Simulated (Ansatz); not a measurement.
**SiBr2Cl2: basis-set convergence**

An exercise on one series of results from a longer session: the logs are not shown, and one member is left open.

Method: one geometry, several basis sets; program: Ansatz 0.2.0, Gaussian basis.

Plan: PBE0-D4/def2-SVP; ωB97M-V/def2-SVP; PBE0-D4/def2-QZVPP; ωB97M-V/def2-QZVPP; the functionals' def2-TZVPP values are taken from earlier runs.

## The relaxed structure

An earlier PBE0-D4 in a triple-zeta def2 set relaxation fixed the geometry.

SMILES `Cl[Si](Cl)(Br)Br`, 5 atoms, charge 0, spin multiplicity 1.

Atoms are counted from 1 here; the program's logs count them from 0.

Bond lengths: Cl1–Si2 2.025 Å, Si2–Cl3 2.025 Å, Si2–Br4 2.190 Å, Si2–Br5 2.190 Å. Angles: Cl1–Si2–Cl3 109.1°, Cl1–Si2–Br4 109.5°, Cl1–Si2–Br5 109.5°, Cl3–Si2–Br4 109.5°, Cl3–Si2–Br5 109.5°, Br4–Si2–Br5 109.9°.

Set-up of the first run:

File in.yaml:

```yaml
crystal:
  periodic: [false, false, false]
  atoms:
    - {symbol: Cl, position_ang: [-0.615439, -0.277075, 1.920455]}
    - {symbol: Si, position_ang: [0.023112, -0.035386, 0.013872]}
    - {symbol: Cl, position_ang: [1.598195, -1.264430, -0.317464]}
    - {symbol: Br, position_ang: [-1.598978, -0.539446, -1.368211]}
    - {symbol: Br, position_ang: [0.642812, 2.042838, -0.290052]}
basis:
  gaussian: {orbitals: def2-SVP}
hamiltonian: {xc: pbe0, dispersion: d4}
output: {orbitals: {seedname: orbitals}}
```

On the command line:

```sh
ansatz run in.yaml --threads 4 --pin off --events-out ev --progress --plain --max-ram 10444MiB
```

Among the steps run: PBE0-D4 in def2-SVP; ωB97M-V in def2-SVP; PBE0-D4 in def2-QZVPP; ωB97M-V in def2-QZVPP.

One of the session's tables, all rows but one given; the rest of the session is left out.

It belongs to the step «Functionals by basis». 

| functional | basis | HOMO (eV) |
| --- | --- | --- |
| PBE0-D4 | def2-SVP | -8.75 |
| PBE0-D4 | def2-TZVPP | -8.82 |
| PBE0-D4 | def2-QZVPP | -8.84 |
| ωB97M-V | def2-SVP | -10.90 |
| ωB97M-V | def2-TZVPP | -11.00 |
| ωB97M-V | def2-QZVPP | ? |

**Question.** Estimate the row for ωB97M-V, def2-QZVPP.

The run gave: HOMO (eV): -11.02. In the column «HOMO (eV)» it is the lowest.
